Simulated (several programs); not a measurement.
## SiC5 (ordering on diamond): methods side by side

An ordered 6-atom cell of SiC5 on the diamond lattice (P3m1), relaxed with r2SCAN in Ansatz, was computed with several methods. Space group P3m1 (No. 156), trigonal; a = 2.725 Å, c = 6.745 Å in the conventional setting, 7.23 Å³ an atom. Around C lie 3 C at 1.65 Å and 1 Si at 1.90 Å; around C lie 4 C at 1.53–1.66 Å; around C lie 1 C at 1.53 Å and 3 Si at 1.75 Å; around C lie 4 C at 1.53–1.65 Å; around Si lie 4 C at 1.75–1.90 Å. Computed, not measured; no magnetism was allowed, and whether the structure is a known phase isn't checked.

```
CELL_PARAMETERS angstrom
2.72473 0.00000 0.00000
-1.36237 2.35969 0.00000
0.00000 0.00000 6.74512
ATOMIC_POSITIONS crystal
C 0.00000 0.00000 0.97209
C 0.66667 0.33333 0.66968
C 0.33333 0.66667 0.36564
C 0.66667 0.33333 0.89629
C 0.33333 0.66667 0.59295
Si 0.00000 0.00000 0.25335
```

Gaps and times are for a single point on this cell; volume and bulk modulus come from each method's own relaxation or energy curve at fixed shape, which is too stiff where a cell has free coordinates or axes. Times are rough, from shared hosts (Arm Neoverse V2; Intel Xeon Platinum 8175M CPU @ 2.50GHz), and each method has its own mesh and cell size. A double dagger marks a value from a curve with shape and coordinates held. Gaps from k meshes are read at a limited set of points (mesh, symmetry points, PBE's band edges), so each method's own least gap may be somewhat smaller. Force fields have no electrons; where one was fitted to this phase, its volume and modulus reflect the fit. Minimal bases can be far off for gaps. Times of the plane-wave rungs are withheld (a dash), since they come from other jobs, hosts and meshes; the meshes of hybrids and Hartree-Fock don't converge their gaps to the digits shown. GLLB-SC's gap includes the derivative discontinuity. d marks a direct gap, i an indirect one (no mark: not told apart), a dash a value that wasn't computed or didn't pass its checks.

```tsv
method	kind	gap (eV)	own volume (Å³/atom)	bulk modulus (GPa)	atoms computed	processor time
SiC_Erhart-Albe.tersoff (LAMMPS)	force field	–	8.38	–	6	0.17 s
SiC.vashishta (LAMMPS)	force field	–	–	–	6	0.17 s
SiCGe.tersoff (LAMMPS)	force field	–	–	–	6	0.17 s
light PBE (260 eV, its own mesh)	light plane-wave	1.33 i	–	–	6	1.4 s
non-self-consistent DFTB (CP2K)	tight binding	5.54 d	–	–	6	4.5 s
PBE	semilocal	1.37 i	7.30	318‡	6	–
r2SCAN	semilocal	1.67 i	7.23	332‡	6	–
PBE0	hybrid	3.06 i	–	–	6	–
HSE06	hybrid	2.32 i	–	–	6	–
GLLB-SC (GPAW)	model potential	2.30	–	–	6	67 s
PBE/SZV (CP2K)	small basis	4.43 i	7.48‡	338‡	6	74 s
PBE/DZVP (CP2K)	small basis	1.43 i	7.29‡	318‡	6	3 min
```

Against HSE06 (2.32 eV) the nearest gap at the points sampled is that of GLLB-SC (GPAW) (-0.03 eV) and the farthest that of non-self-consistent DFTB (CP2K) (+3.22 eV). HSE06 is only a yardstick of convenience, and nearness to it can be luck.

Volumes against r2SCAN's: SiC_Erhart-Albe.tersoff (LAMMPS) +15.9 %, PBE +1.0 %.

Runs without a result: SiC.vashishta (LAMMPS) (relaxation).

Relaxed on its own, the cell leaves this structure with SiCGe.tersoff (LAMMPS), so no volume is listed.
